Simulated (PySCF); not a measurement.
# Si₂H₄Cl₂: core binding energies at several levels of theory

Aim: compute the core binding energies of Si₂H₄Cl₂ (`[SiH3][SiH](Cl)Cl`) at several levels, and see how far they spread and what each costs.

Computed with PySCF 2.14.0, with density-fitted response routines of our own, on a single molecule in the gas phase. Atoms count from 0, in the outputs and in this text.

## 1. The molecule as given

8 atoms, charge 0, multiplicity 1; geometry from: PBE0-D3(BJ)/def2-SVP.

Bonds of the start (Å): Si0–Si1 2.34, Si1–Cl2 2.07, Si1–Cl3 2.07, Si0–H4 1.49, Si0–H5 1.49, Si0–H6 1.49, Si1–H7 1.49.

## 2. X-ray photoelectron lines: SCAN, X2C

What the job is given:

```
{"job": {"kind": "xps"}, "charge": 0, "multiplicity": 1}
Si    -0.662042     0.013363     0.543219
Si     1.634164     0.345655     0.807839
Cl     2.632324    -1.069273    -0.322046
Cl     2.108037     2.235311     0.114396
H     -0.982492     0.117338    -0.910423
H     -1.033596    -1.341418     1.050454
H     -1.408324     1.058595     1.306143
H      2.140742     0.243704     2.202533
```

Level: delta-SCF UKS SCAN, pcX-2 on the ionised atom, pcseg-1 elsewhere, spin-free X2C.

On the command line:

```bash
> OMP_NUM_THREADS=1 python probes_run.py task.json out
```

The driver reads the jobs from task.json and runs them one after another.

The program printed:

```text
ground state, core basis on atom 0 (Si), 134 functions
  cycle   1  E = -1505.60893807  |g| = 3.15e-01
  cycle   2  E = -1505.57823320  |g| = 4.35e-01
  cycle   3  E = -1505.63993059  |g| = 4.13e-02
  cycle   4  E = -1505.64047292  |g| = 1.31e-02
  cycle   5  E = -1505.64052386  |g| = 2.33e-03
  cycle   6  E = -1505.64052190  |g| = 6.34e-04
  cycle   7  E = -1505.64052156  |g| = 1.56e-04
  E(ground) = -1505.67063810 Eh
hole in Si 1s of atom 0
  cycle   1  E = -1436.69660352  |g| = 4.35e+00
  cycle   2  E = -1436.80971412  |g| = 2.11e+00
  cycle   3  E = -1437.42532479  |g| = 7.02e-01
  cycle   4  E = -1437.70847150  |g| = 2.86e-01
  cycle   5  E = -1437.75691535  |g| = 1.04e-01
  cycle   6  E = -1437.76339724  |g| = 2.84e-02
  cycle   7  E = -1437.76389047  |g| = 6.05e-03
  cycle   8  E = -1437.76391181  |g| = 2.09e-03
  cycle   9  E = -1437.76391357  |g| = 2.90e-04
  E(ion) = -1437.80121225 Eh   <S^2> = 0.7526   hole on atom = 1.000   binding energy = 1846.821 eV
hole in Si 2p of atom 0
  cycle   1  E = -1501.35346979  |g| = 1.23e+00
  cycle   2  E = -1501.21687533  |g| = 1.09e+00
  cycle   3  E = -1501.63996928  |g| = 2.46e-01
  cycle   4  E = -1501.67694631  |g| = 1.09e-01
  cycle   5  E = -1501.68376847  |g| = 3.77e-02
  cycle   6  E = -1501.68475319  |g| = 5.21e-03
  cycle   7  E = -1501.68476733  |g| = 1.94e-03
  cycle   8  E = -1501.68476990  |g| = 3.27e-04
  E(ion) = -1501.72526180 Eh   <S^2> = 0.7529   hole on atom = 1.002   binding energy = 107.359 eV
  2p3/2 = 107.146 eV   2p1/2 = 107.769 eV
ground state, core basis on atom 1 (Si), 134 functions
  cycle   1  E = -1505.64774950  |g| = 2.89e-01
  cycle   2  E = -1505.64763712  |g| = 5.11e-02
  cycle   3  E = -1505.64725439  |g| = 5.71e-02
  cycle   4  E = -1505.64812443  |g| = 8.26e-03
  cycle   5  E = -1505.64815082  |g| = 8.08e-04
  cycle   6  E = -1505.64814990  |g| = 1.16e-04
  E(ground) = -1505.67823078 Eh
hole in Si 1s of atom 1
  cycle   1  E = -1436.64321199  |g| = 4.35e+00
  cycle   2  E = -1436.07687236  |g| = 2.46e+00
  cycle   3  E = -1436.66560253  |g| = 1.21e+00
  cycle   4  E = -1437.60874060  |g| = 4.17e-01
  cycle   5  E = -1437.71134960  |g| = 7.57e-02
  cycle   6  E = -1437.71416440  |g| = 3.31e-02
  cycle   7  E = -1437.71504743  |g| = 7.12e-03
  cycle   8  E = -1437.71507357  |g| = 2.42e-03
  cycle   9  E = -1437.71507710  |g| = 6.83e-04
  cycle  10  E = -1437.71507801  |g| = 3.76e-04
  E(ion) = -1437.74919596 Eh   <S^2> = 0.7526   hole on atom = 1.000   binding energy = 1848.443 eV
hole in Si 2p of atom 1
  cycle   1  E = -1501.30982098  |g| = 1.24e+00
  cycle   2  E = -1500.69726220  |g| = 1.49e+00
  cycle   3  E = -1501.50797989  |g| = 4.58e-01
  cycle   4  E = -1501.63901036  |g| = 1.24e-01
  cycle   5  E = -1501.64790164  |g| = 3.14e-02
  cycle   6  E = -1501.64871954  |g| = 6.96e-03
  cycle   7  E = -1501.64874984  |g| = 2.34e-03
  cycle   8  E = -1501.64875428  |g| = 5.08e-04
  cycle   9  E = -1501.64875338  |g| = 2.53e-04
  E(ion) = -1501.68621386 Eh   <S^2> = 0.7525   hole on atom = 1.003   binding energy = 108.628 eV
  2p3/2 = 108.475 eV   2p1/2 = 109.104 eV
ground state, core basis on atom 2 (Cl), 134 functions
  cycle   1  E = -1505.73513815  |g| = 4.85e-01
  cycle   2  E = -1505.73519194  |g| = 4.86e-02
  cycle   3  E = -1505.73495914  |g| = 4.71e-02
  cycle   4  E = -1505.73553929  |g| = 1.08e-02
  cycle   5  E = -1505.73556600  |g| = 2.32e-03
  cycle   6  E = -1505.73556668  |g| = 2.82e-04
  E(ground) = -1505.79084049 Eh
hole in Cl 1s of atom 2
  cycle   1  E = -1400.52305694  |g| = 5.47e+00
  cycle   2  E = -1400.97935660  |g| = 2.16e+00
  cycle   3  E = -1401.47703163  |g| = 7.48e-01
  cycle   4  E = -1401.72458033  |g| = 2.69e-01
  cycle   5  E = -1401.76345460  |g| = 1.19e-01
  cycle   6  E = -1401.77238144  |g| = 3.00e-02
  cycle   7  E = -1401.77284505  |g| = 1.02e-02
  cycle   8  E = -1401.77290974  |g| = 2.15e-03
  cycle   9  E = -1401.77291174  |g| = 6.12e-04
  cycle  10  E = -1401.77291290  |g| = 9.68e-05
  E(ion) = -1401.83547703 Eh   <S^2> = 0.7520   hole on atom = 1.000   binding energy = 2828.770 eV
hole in Cl 2p of atom 2
  cycle   1  E = -1497.65936361  |g| = 1.71e+00
  cycle   2  E = -1497.63719226  |g| = 1.27e+00
  cycle   3  E = -1498.07580574  |g| = 2.73e-01
  cycle   4  E = -1498.11208463  |g| = 1.58e-01
  cycle   5  E = -1498.12791100  |g| = 4.64e-02
  cycle   6  E = -1498.12920102  |g| = 9.64e-03
  cycle   7  E = -1498.12926698  |g| = 2.28e-03
  cycle   8  E = -1498.12927028  |g| = 3.81e-04
  E(ion) = -1498.19247583 Eh   <S^2> = 0.7519   hole on atom = 1.001   binding energy = 206.762 eV
  2p3/2 = 206.178 eV   2p1/2 = 207.832 eV
```

It took 25 s on 1 thread of Intel Xeon Platinum 8259CL at 2.50GHz, shared host; peak memory 0.43 GiB.

The holes in one table. −ε is the ground-state orbital energy:

| hole | stands for | environment | ΔSCF (eV; 2p as the shell's mean) | −ε (eV) | ⟨S²⟩ |
| --- | --- | --- | --- | --- | --- |
| Si1s on Si0 | Si0 | silicon bonded to Si, 3 H | 1846.82 | 1793.9 | 0.753 |
| Si2p on Si0 | Si0 | silicon bonded to Si, 3 H | 107.35 | 96.7 | 0.753 |
| Si1s on Si1 | Si1 | silicon bonded to 2 Cl, Si, H | 1848.44 | 1795.5 | 0.753 |
| Si2p on Si1 | Si1 | silicon bonded to 2 Cl, Si, H | 108.68 | 98.2 | 0.752 |
| Cl1s on Cl2 | Cl2, Cl3 | chlorine bonded to Si | 2828.77 | 2763.9 | 0.752 |
| Cl2p on Cl2 | Cl2, Cl3 | chlorine bonded to Si | 206.73 | 193.8 | 0.752 |

Each hole run stands for the others of its class of like atoms.

With the spin-orbit splitting: Si0 2p3/2 107.15, 2p1/2 107.77 eV; Si1 2p3/2 108.48, 2p1/2 109.10 eV; Cl2 2p3/2 206.18, 2p1/2 207.83 eV. The table gives each 2p level as the mean over the whole 2p shell (two parts 2p3/2, one part 2p1/2), which differs a little from the single hole in the log.

## 3. Core-electron binding energies: B3LYP, X2C

Settings changed since step 2:

```diff
@@ -1,2 +1,2 @@
-{"job": {"kind": "xps"}, "charge": 0, "multiplicity": 1}
+{"job": {"kind": "xps", "xc": "B3LYP"}, "charge": 0, "multiplicity": 1}
 Si    -0.662042     0.013363     0.543219
```

Level: delta-SCF UKS B3LYP, pcX-2 on the ionised atom, pcseg-1 elsewhere, spin-free X2C.

The program printed:

```text
ground state, core basis on atom 0 (Si), 134 functions
  cycle   1  E = -1505.56430680  |g| = 3.37e-01
  cycle   2  E = -1505.53860588  |g| = 4.45e-01
  cycle   3  E = -1505.60135241  |g| = 2.15e-02
  cycle   4  E = -1505.60148145  |g| = 8.40e-03
  cycle   5  E = -1505.60150171  |g| = 1.69e-03
  cycle   6  E = -1505.60150463  |g| = 2.96e-04
  E(ground) = -1505.60149955 Eh
hole in Si 1s of atom 0
  cycle   1  E = -1436.69607421  |g| = 4.39e+00
  cycle   2  E = -1437.04568582  |g| = 1.99e+00
  cycle   3  E = -1437.61153964  |g| = 5.48e-01
  cycle   4  E = -1437.75278379  |g| = 2.14e-01
  cycle   5  E = -1437.78083777  |g| = 6.28e-02
  cycle   6  E = -1437.78322801  |g| = 9.41e-03
  cycle   7  E = -1437.78328348  |g| = 2.58e-03
  cycle   8  E = -1437.78328728  |g| = 2.70e-04
  E(ion) = -1437.78328713 Eh   <S^2> = 0.7519   hole on atom = 1.000   binding energy = 1845.428 eV
hole in Si 2p of atom 0
  cycle   1  E = -1501.32313926  |g| = 1.22e+00
  cycle   2  E = -1501.33074788  |g| = 9.78e-01
  cycle   3  E = -1501.64197983  |g| = 1.58e-01
  cycle   4  E = -1501.65527260  |g| = 7.98e-02
  cycle   5  E = -1501.65909902  |g| = 2.18e-02
  cycle   6  E = -1501.65940619  |g| = 2.35e-03
  cycle   7  E = -1501.65940916  |g| = 6.45e-04
  cycle   8  E = -1501.65940989  |g| = 1.88e-04
  E(ion) = -1501.65938771 Eh   <S^2> = 0.7530   hole on atom = 1.002   binding energy = 107.270 eV
  2p3/2 = 107.051 eV   2p1/2 = 107.670 eV
ground state, core basis on atom 1 (Si), 134 functions
  cycle   1  E = -1505.60745373  |g| = 1.65e-01
  cycle   2  E = -1505.60740674  |g| = 4.69e-02
  cycle   3  E = -1505.60743554  |g| = 3.77e-02
  cycle   4  E = -1505.60780384  |g| = 5.39e-03
  cycle   5  E = -1505.60781352  |g| = 4.29e-04
  E(ground) = -1505.60785976 Eh
hole in Si 1s of atom 1
  cycle   1  E = -1436.64063806  |g| = 4.39e+00
  cycle   2  E = -1436.42617309  |g| = 2.31e+00
  cycle   3  E = -1437.04359771  |g| = 1.02e+00
  cycle   4  E = -1437.65437549  |g| = 3.60e-01
  cycle   5  E = -1437.73141526  |g| = 4.94e-02
  cycle   6  E = -1437.73255901  |g| = 1.76e-02
  cycle   7  E = -1437.73278661  |g| = 3.23e-03
  cycle   8  E = -1437.73279249  |g| = 4.21e-04
  E(ion) = -1437.73284124 Eh   <S^2> = 0.7519   hole on atom = 1.000   binding energy = 1846.973 eV
hole in Si 2p of atom 1
  cycle   1  E = -1501.27683670  |g| = 1.24e+00
  cycle   2  E = -1500.91449644  |g| = 1.33e+00
  cycle   3  E = -1501.53358064  |g| = 3.67e-01
  cycle   4  E = -1501.61539959  |g| = 8.78e-02
  cycle   5  E = -1501.61986763  |g| = 1.95e-02
  cycle   6  E = -1501.62014446  |g| = 2.88e-03
  cycle   7  E = -1501.62014856  |g| = 6.20e-04
  cycle   8  E = -1501.62014798  |g| = 1.99e-04
  E(ion) = -1501.62018715 Eh   <S^2> = 0.7526   hole on atom = 1.002   binding energy = 108.510 eV
  2p3/2 = 108.366 eV   2p1/2 = 108.992 eV
ground state, core basis on atom 2 (Cl), 134 functions
  cycle   1  E = -1505.72222253  |g| = 2.63e-01
  cycle   2  E = -1505.72234734  |g| = 4.20e-02
  cycle   3  E = -1505.72236789  |g| = 2.83e-02
  cycle   4  E = -1505.72254353  |g| = 6.37e-03
  cycle   5  E = -1505.72255492  |g| = 1.11e-03
  cycle   6  E = -1505.72255791  |g| = 1.02e-04
  E(ground) = -1505.72270728 Eh
hole in Cl 1s of atom 2
  cycle   1  E = -1400.60436743  |g| = 5.52e+00
  cycle   2  E = -1401.19336719  |g| = 2.10e+00
  cycle   3  E = -1401.70344343  |g| = 6.06e-01
  cycle   4  E = -1401.83606841  |g| = 1.91e-01
  cycle   5  E = -1401.85503955  |g| = 6.91e-02
  cycle   6  E = -1401.85797335  |g| = 8.54e-03
  cycle   7  E = -1401.85801455  |g| = 3.13e-03
  cycle   8  E = -1401.85802102  |g| = 3.12e-04
  E(ion) = -1401.85820032 Eh   <S^2> = 0.7512   hole on atom = 1.000   binding energy = 2826.297 eV
hole in Cl 2p of atom 2
  cycle   1  E = -1497.67057283  |g| = 1.66e+00
  cycle   2  E = -1497.76630957  |g| = 1.18e+00
  cycle   3  E = -1498.12041408  |g| = 1.63e-01
  cycle   4  E = -1498.13112309  |g| = 1.04e-01
  cycle   5  E = -1498.13793302  |g| = 2.30e-02
  cycle   6  E = -1498.13823764  |g| = 2.79e-03
  cycle   7  E = -1498.13824287  |g| = 5.37e-04
  cycle   8  E = -1498.13824419  |g| = 1.92e-04
  E(ion) = -1498.13841953 Eh   <S^2> = 0.7521   hole on atom = 1.001   binding energy = 206.379 eV
  2p3/2 = 205.735 eV   2p1/2 = 207.385 eV
```

It took 32 s on 1 thread of Intel Xeon Platinum 8259CL at 2.50GHz, shared host; peak memory 0.54 GiB.

Binding energies by hole, beside the orbital energy of the ground state; the difference holds orbital relaxation and, for a density functional, its self-interaction error:

| hole | stands for | environment | ΔSCF (eV; 2p as the shell's mean) | −ε (eV) | ⟨S²⟩ |
| --- | --- | --- | --- | --- | --- |
| Si1s on Si0 | Si0 | silicon bonded to Si, 3 H | 1845.43 | 1803.4 | 0.752 |
| Si2p on Si0 | Si0 | silicon bonded to Si, 3 H | 107.26 | 99.3 | 0.753 |
| Si1s on Si1 | Si1 | silicon bonded to 2 Cl, Si, H | 1846.97 | 1805.1 | 0.752 |
| Si2p on Si1 | Si1 | silicon bonded to 2 Cl, Si, H | 108.57 | 100.8 | 0.753 |
| Cl1s on Cl2 | Cl2, Cl3 | chlorine bonded to Si | 2826.30 | 2772.3 | 0.751 |
| Cl2p on Cl2 | Cl2, Cl3 | chlorine bonded to Si | 206.28 | 196.5 | 0.752 |

Each hole run stands for the others of its class of like atoms.

With the spin-orbit splitting: Si0 2p3/2 107.05, 2p1/2 107.67 eV; Si1 2p3/2 108.37, 2p1/2 108.99 eV; Cl2 2p3/2 205.73, 2p1/2 207.38 eV. The table gives each 2p level as the mean over the whole 2p shell (two parts 2p3/2, one part 2p1/2), which differs a little from the single hole in the log.

## 4. Core holes by ΔSCF: PBE0, X2C

Settings changed since step 3:

```diff
@@ -1,2 +1,2 @@
-{"job": {"kind": "xps", "xc": "B3LYP"}, "charge": 0, "multiplicity": 1}
+{"job": {"kind": "xps", "xc": "PBE0"}, "charge": 0, "multiplicity": 1}
 Si    -0.662042     0.013363     0.543219
```

Method: delta-SCF UKS PBE0, pcX-2 on the ionised atom, pcseg-1 elsewhere, spin-free X2C.

The program printed:

```text
ground state, core basis on atom 0 (Si), 134 functions
  cycle   1  E = -1504.93656727  |g| = 3.19e-01
  cycle   2  E = -1504.92135858  |g| = 3.90e-01
  cycle   3  E = -1504.96988720  |g| = 1.89e-02
  cycle   4  E = -1504.96997884  |g| = 7.28e-03
  cycle   5  E = -1504.96999604  |g| = 1.32e-03
  cycle   6  E = -1504.96999653  |g| = 2.29e-04
  E(ground) = -1504.97038480 Eh
hole in Si 1s of atom 0
  cycle   1  E = -1436.09499204  |g| = 4.38e+00
  cycle   2  E = -1436.56950094  |g| = 1.86e+00
  cycle   3  E = -1437.06196998  |g| = 4.65e-01
  cycle   4  E = -1437.16206130  |g| = 1.72e-01
  cycle   5  E = -1437.18040231  |g| = 4.73e-02
  cycle   6  E = -1437.18176307  |g| = 6.59e-03
  cycle   7  E = -1437.18179007  |g| = 1.82e-03
  cycle   8  E = -1437.18179285  |g| = 2.58e-04
  E(ion) = -1437.18216647 Eh   <S^2> = 0.7520   hole on atom = 1.000   binding energy = 1844.611 eV
hole in Si 2p of atom 0
  cycle   1  E = -1500.70382394  |g| = 1.22e+00
  cycle   2  E = -1500.77042564  |g| = 8.94e-01
  cycle   3  E = -1501.02649444  |g| = 1.35e-01
  cycle   4  E = -1501.03612582  |g| = 6.67e-02
  cycle   5  E = -1501.03882402  |g| = 1.75e-02
  cycle   6  E = -1501.03902025  |g| = 1.94e-03
  cycle   7  E = -1501.03902236  |g| = 6.57e-04
  cycle   8  E = -1501.03902231  |g| = 2.00e-04
  E(ion) = -1501.03937507 Eh   <S^2> = 0.7536   hole on atom = 1.002   binding energy = 106.968 eV
  2p3/2 = 106.749 eV   2p1/2 = 107.365 eV
ground state, core basis on atom 1 (Si), 134 functions
  cycle   1  E = -1504.97695054  |g| = 2.09e-01
  cycle   2  E = -1504.97692686  |g| = 3.71e-02
  cycle   3  E = -1504.97687374  |g| = 3.57e-02
  cycle   4  E = -1504.97720766  |g| = 3.31e-03
  cycle   5  E = -1504.97721135  |g| = 3.07e-04
  E(ground) = -1504.97765858 Eh
hole in Si 1s of atom 1
  cycle   1  E = -1436.03869212  |g| = 4.39e+00
  cycle   2  E = -1436.03012401  |g| = 2.14e+00
  cycle   3  E = -1436.58143373  |g| = 9.22e-01
  cycle   4  E = -1437.07482545  |g| = 3.01e-01
  cycle   5  E = -1437.12923129  |g| = 3.62e-02
  cycle   6  E = -1437.12985428  |g| = 1.17e-02
  cycle   7  E = -1437.12995499  |g| = 2.28e-03
  cycle   8  E = -1437.12995791  |g| = 3.50e-04
  E(ion) = -1437.13037889 Eh   <S^2> = 0.7520   hole on atom = 1.000   binding energy = 1846.219 eV
hole in Si 2p of atom 1
  cycle   1  E = -1500.65709274  |g| = 1.23e+00
  cycle   2  E = -1500.40451298  |g| = 1.22e+00
  cycle   3  E = -1500.92589679  |g| = 3.38e-01
  cycle   4  E = -1500.99589949  |g| = 7.17e-02
  cycle   5  E = -1500.99892572  |g| = 1.46e-02
  cycle   6  E = -1500.99908313  |g| = 2.31e-03
  cycle   7  E = -1500.99908721  |g| = 6.31e-04
  cycle   8  E = -1500.99908811  |g| = 2.09e-04
  E(ion) = -1500.99950093 Eh   <S^2> = 0.7532   hole on atom = 1.003   binding energy = 108.251 eV
  2p3/2 = 108.105 eV   2p1/2 = 108.728 eV
ground state, core basis on atom 2 (Cl), 134 functions
  cycle   1  E = -1505.09266946  |g| = 3.24e-01
  cycle   2  E = -1505.09279155  |g| = 3.11e-02
  cycle   3  E = -1505.09280536  |g| = 2.02e-02
  cycle   4  E = -1505.09288565  |g| = 4.57e-03
  cycle   5  E = -1505.09289086  |g| = 7.30e-04
  cycle   6  E = -1505.09289210  |g| = 7.33e-05
  E(ground) = -1505.09327138 Eh
hole in Cl 1s of atom 2
  cycle   1  E = -1399.99541611  |g| = 5.51e+00
  cycle   2  E = -1400.68438662  |g| = 1.98e+00
  cycle   3  E = -1401.14263093  |g| = 5.11e-01
  cycle   4  E = -1401.23576163  |g| = 1.55e-01
  cycle   5  E = -1401.24859989  |g| = 5.15e-02
  cycle   6  E = -1401.25021076  |g| = 6.41e-03
  cycle   7  E = -1401.25023519  |g| = 2.26e-03
  cycle   8  E = -1401.25023821  |g| = 2.37e-04
  E(ion) = -1401.25060809 Eh   <S^2> = 0.7512   hole on atom = 1.000   binding energy = 2825.703 eV
hole in Cl 2p of atom 2
  cycle   1  E = -1497.04639515  |g| = 1.66e+00
  cycle   2  E = -1497.20411238  |g| = 1.09e+00
  cycle   3  E = -1497.50225888  |g| = 1.36e-01
  cycle   4  E = -1497.50984551  |g| = 8.50e-02
  cycle   5  E = -1497.51445765  |g| = 1.81e-02
  cycle   6  E = -1497.51464380  |g| = 2.18e-03
  cycle   7  E = -1497.51464653  |g| = 5.12e-04
  cycle   8  E = -1497.51464738  |g| = 1.79e-04
  E(ion) = -1497.51501187 Eh   <S^2> = 0.7524   hole on atom = 1.001   binding energy = 206.215 eV
  2p3/2 = 205.572 eV   2p1/2 = 207.218 eV
```

Wall time 32 s (1 thread of Intel Xeon Platinum 8259CL at 2.50GHz, shared host); peak memory 0.56 GiB.

Binding energies by hole, beside the orbital energy of the ground state; the difference holds orbital relaxation and, for a density functional, its self-interaction error:

| hole | stands for | environment | ΔSCF (eV; 2p as the shell's mean) | −ε (eV) | ⟨S²⟩ |
| --- | --- | --- | --- | --- | --- |
| Si1s on Si0 | Si0 | silicon bonded to Si, 3 H | 1844.61 | 1807.1 | 0.752 |
| Si2p on Si0 | Si0 | silicon bonded to Si, 3 H | 106.95 | 100.1 | 0.754 |
| Si1s on Si1 | Si1 | silicon bonded to 2 Cl, Si, H | 1846.22 | 1808.9 | 0.752 |
| Si2p on Si1 | Si1 | silicon bonded to 2 Cl, Si, H | 108.31 | 101.6 | 0.753 |
| Cl1s on Cl2 | Cl2, Cl3 | chlorine bonded to Si | 2825.70 | 2777.4 | 0.751 |
| Cl2p on Cl2 | Cl2, Cl3 | chlorine bonded to Si | 206.12 | 197.8 | 0.752 |

Each hole run stands for the others of its class of like atoms.

With the spin-orbit splitting: Si0 2p3/2 106.75, 2p1/2 107.37 eV; Si1 2p3/2 108.11, 2p1/2 108.73 eV; Cl2 2p3/2 205.57, 2p1/2 207.22 eV. The table gives each 2p level as the mean over the whole 2p shell (two parts 2p3/2, one part 2p1/2), which differs a little from the single hole in the log.

[end of part 1 of 3]
